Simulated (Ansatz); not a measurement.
# BBrH3OSi radical: basis-set convergence

One table from this session's results is given with a row withheld; the runs are named, their logs left out.

Computed with Ansatz 0.2.0, Gaussian basis. Level: one geometry, several basis sets.

Levels to be run: PBE0-D4/def2-SVP; ωB97M-V/def2-SVP; PBE0-D4/def2-QZVPP; ωB97M-V/def2-QZVPP; the functionals' def2-TZVPP values are taken from earlier runs.

**The relaxed structure**

An earlier PBE0-D4 in a triple-zeta def2 set relaxation fixed the geometry.

7 atoms, charge 0, spin multiplicity 2.

Atoms are counted from 1 here; the program's logs count them from 0.

Bond lengths: Si1–O2 1.677 Å, Si1–H5 1.480 Å, Si1–H6 1.478 Å, Si1–H7 1.480 Å, O2–B3 1.316 Å, B3–Br4 1.934 Å. Angles: O2–Si1–H5 109.0°, O2–Si1–H6 105.7°, O2–Si1–H7 109.0°, H5–Si1–H6 111.0°, H5–Si1–H7 111.0°, H6–Si1–H7 111.0°, Si1–O2–B3 135.5°, O2–B3–Br4 124.7°.

The first run:

Contents of in.yaml:

```yaml
crystal:
  periodic: [false, false, false]
  atoms:
    - {symbol: Si, position_ang: [0.147356, 0.893463, -0.014552]}
    - {symbol: O, position_ang: [-0.619925, -0.365439, 0.784822]}
    - {symbol: B, position_ang: [-0.696596, -1.669645, 0.627005]}
    - {symbol: Br, position_ang: [0.183360, -2.661939, -0.781144]}
    - {symbol: H, position_ang: [-0.341588, 0.946544, -1.410838]}
    - {symbol: H, position_ang: [-0.221322, 2.120332, 0.722856]}
    - {symbol: H, position_ang: [1.610014, 0.668684, 0.026051]}
basis:
  gaussian: {orbitals: def2-SVP}
magnetization: {spin_polarized: true, initial_magnetization: 1}
hamiltonian: {xc: pbe0, dispersion: d4}
output: {orbitals: {seedname: orbitals}}
```

Command:

```bash
ansatz run in.yaml --threads 4 --pin off --events-out ev --progress --plain --max-ram 10444MiB
```

Among the steps run: PBE0-D4 in def2-SVP; ωB97M-V in def2-SVP; PBE0-D4 in def2-QZVPP; ωB97M-V in def2-QZVPP.

One table of the session follows, with a row left open; its other results are not shown here.

It belongs to the step «Density functionals: the series». 

```
functional       basis  HOMO (eV)  LUMO (eV)
   PBE0-D4    def2-SVP      -5.91      -1.50
   PBE0-D4  def2-TZVPP      -6.05      -1.74
   PBE0-D4  def2-QZVPP      -6.06      -1.76
   ωB97M-V    def2-SVP          ?          ?
   ωB97M-V  def2-TZVPP      -7.87      -0.26
   ωB97M-V  def2-QZVPP      -7.88      -0.32
```

Q: Estimate the row for ωB97M-V, def2-SVP from the others.

**Answer.** HOMO (eV): -7.68; LUMO (eV): 0.13. In the column «HOMO (eV)» it lies between ωB97M-V, def2-TZVPP (-7.87) and PBE0-D4, def2-QZVPP (-6.06).
